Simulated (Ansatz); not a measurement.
**C2H6OSi: ladder of methods at one geometry**

How do the methods compare on C2H6OSi, in result and in cost? Aim: a ladder of methods at one geometry, for C2H6OSi, run from a script. SMILES: C=C[SiH2]O.

Computed with the Python package of Ansatz 0.2.0. The levels of theory stand in the script.

## Step 1: The system

Bond lengths: C1–C2 1.313 Å, C2–Si3 1.840 Å, Si3–O4 1.657 Å, C1–H5 1.118 Å, C1–H6 1.121 Å, C2–H7 1.104 Å, Si3–H8 1.512 Å, Si3–H9 1.459 Å, O4–H10 0.893 Å. Angles: C1–C2–Si3 125.9°, C1–C2–H7 119.1°, Si3–C2–H7 114.9°, C2–C1–H5 123.7°, C2–C1–H6 121.6°, H5–C1–H6 113.8°, C2–Si3–O4 108.9°, C2–Si3–H8 105.9°, C2–Si3–H9 110.5°, O4–Si3–H8 106.0°, O4–Si3–H9 115.3°, H8–Si3–H9 109.6°, Si3–O4–H10 119.3°.

The script reads c2h6osi.xyz:

```xyz
10

C     0.38830    1.33170   -0.83830
C     0.28810    0.75710    0.33760
Si   -0.54650   -0.84410    0.68930
O    -0.30050   -1.87060   -0.58860
H    -0.11940    0.95310   -1.76010
H     0.84270    2.34970   -0.95760
H     0.78660    1.22210    1.20630
H     0.19390   -1.44960    1.86040
H    -1.94230   -0.62500    1.05310
H     0.49230   -1.87580   -0.99920
```

## Step 2: Script

File methods.py:

```python
from pathlib import Path

import ansatz as az
import numpy as np


def main() -> None:
    geometry = az.Crystal.molecule_from_extxyz('c2h6osi.xyz')

    base = geometry.calculation().basis(gaussian='cc-pVDZ')

    print('functional    E (Ha)        dipole (D)   HOMO (eV)  LUMO (eV)')
    for name in ['revpbe', 'pbe0', 'pbe', 'hf', 'cam_b3lyp']:
        report = base.functional(name).forces().orbitals().run(runs_dir='runs').report
        lines = Path(report['orbitals_path']).read_text().splitlines()
        field_of = lambda key: [line.split('=')[1].strip() for line in lines if line.startswith(key)]
        orbitals = [(27.211386 * float(e), s, float(n)) for e, s, n in zip(field_of('Ene='), field_of('Spin='), field_of('Occup='))]
        homo = max(e for e, _, n in orbitals if n > 0.5)
        lumo = min(e for e, _, n in orbitals if n < 0.5)
        dipole = 4.803205 * np.linalg.norm(report['charge_distribution']['dipole_moment_e_ang'])
        print(f'{name:10s} {report["free_energy_ev"] / 27.211386246:14.6f} {dipole:9.3f} {homo:11.3f} {lumo:10.3f}')


if __name__ == '__main__':
    main()
```

## Step 3: The run

Run with:

```
$ python methods.py
```

The program printed:

```text
functional    E (Ha)        dipole (D)   HOMO (eV)  LUMO (eV)
revpbe        -444.418722     1.369      -6.438     -1.235
pbe0          -444.230552     1.457      -7.828     -0.324
pbe           -444.181955     1.382      -6.472     -1.312
hf            -443.035114     1.596     -10.490      3.513
cam_b3lyp     -444.461519     1.446      -9.159      0.915
```

Run time: 25 s. Hardware: 1 thread of Arm Neoverse N1, shared host; peak memory 0.25 GiB.

## Step 4: The runs side by side

From the records of these 5 runs:

```
run  functional  energy (eV)  SCF cycles  CPU time (s)
  1      revpbe  -12093.2495          19           4.7
  2        pbe0  -12088.1291          17           5.8
  3         pbe  -12086.8068          18           4.1
  4          hf  -12055.5996          12           2.3
  5   cam_b3lyp  -12094.4141          17           6.6
```

Totals under unlike functionals or potentials can't be compared directly.

The fields below are those of run 1.

## Step 5: Pictures from the orbitals

The fields below are evaluated on a grid from the run's orbitals.

Frontier orbitals at revPBE/cc-pVDZ, with the share of their density that lies nearest to each atom:

```csv
orbital,energy (eV),lies on
HOMO-1,-7.00,C2 34 %; C1 25 %; O4 14 %
HOMO,-6.44,O4 31 %; H8 19 %; C2 18 %
LUMO,-1.24,"C1, C2 about 31 % each; H5, H6, H7 about 7 % each; Si3 6 %"
```

ELF in a plane through or near 5 of the atoms.

Ten even steps from '0' (0.00) to '9' (1.00):
```
0000000000000000000000000000
0000000000000000000000000000
0000000000000000000000000000
0000000000000000000000000000
0000000123210000122000000000
0000003678774000788510000000
0000004787575102899620000000
0000003786575102899621100000
0000001467874102655678761000
0000000122112655624899993000
0000000231671884884999993000
0000013672342964475699992000
0000015887314775651136630000
0000014777421358861000000000
0000002455200137872000000000
0000000010000014531000000000
0000000000000000100000000000
0000000000000000000000000000
0000000000000000000000000000
0000000000000000000000000000
```
The map spans 10.5 Å across and 8.6 Å up, centred on the molecule. Atoms in the plane (x, y in Å): C1 (1.6, 0.2), C2 (0.6, -0.6), Si3 (-1.2, -0.3), O4 (-1.5, 1.3), H6 (2.7, -0.1).

log10 of the density (e/Å³) in the same plane.

Ten even steps from '0' (-4.0) to '9' (1.6):
```
0000000000000000000000000000
0000000000000000000000000000
0000000001110000000000000000
0000000223332111111110000000
0000002345544322233221000000
0000024567765433444432100000
0000124678876444566543210000
0000124678886545666654321000
0000124567776555777665432100
0001224556776666789776542100
0001234557997777777776543100
0001234566886779776665442100
0001234566666677765544332000
0001234555555566654333221000
0000123444444455554321100000
0000012233322334433210000000
0000001111111222221100000000
0000000000000011110000000000
0000000000000000000000000000
0000000000000000000000000000
```
The map spans 10.5 Å across and 8.6 Å up, centred on the molecule. Atoms in the plane (x, y in Å): C1 (1.6, 0.2), C2 (0.6, -0.6), Si3 (-1.2, -0.3), O4 (-1.5, 1.3), H6 (2.7, -0.1).

On the surface of density 0.002 e/bohr³ the electrostatic potential runs, from the 1st to the 99th percentile, from -1.25 V near O4 to 1.98 V near H10.

## Step 6: Outcome

| quantity | value |
| --- | --- |
| runs compared | 5 |
| HOMO-LUMO gap of the mean field (revPBE/cc-pVDZ) | 5.20 eV |

All 5 runs converged, in 12 to 19 cycles. Caveats:
- The geometry is a force-field or estimated start, not a minimum of this method, and the basis set is short of its limit. A lower total doesn't mark the better method: functionals have no common bound, and MP2 and coupled cluster aren't variational.
- Levels such as HOMO and LUMO are orbital energies: with these approximate functionals they aren't the ionisation energy and electron affinity, and their gap isn't the fundamental gap.
- For Al to Cl the sets with a tight d function, cc-pV(X+d)Z, are usual.
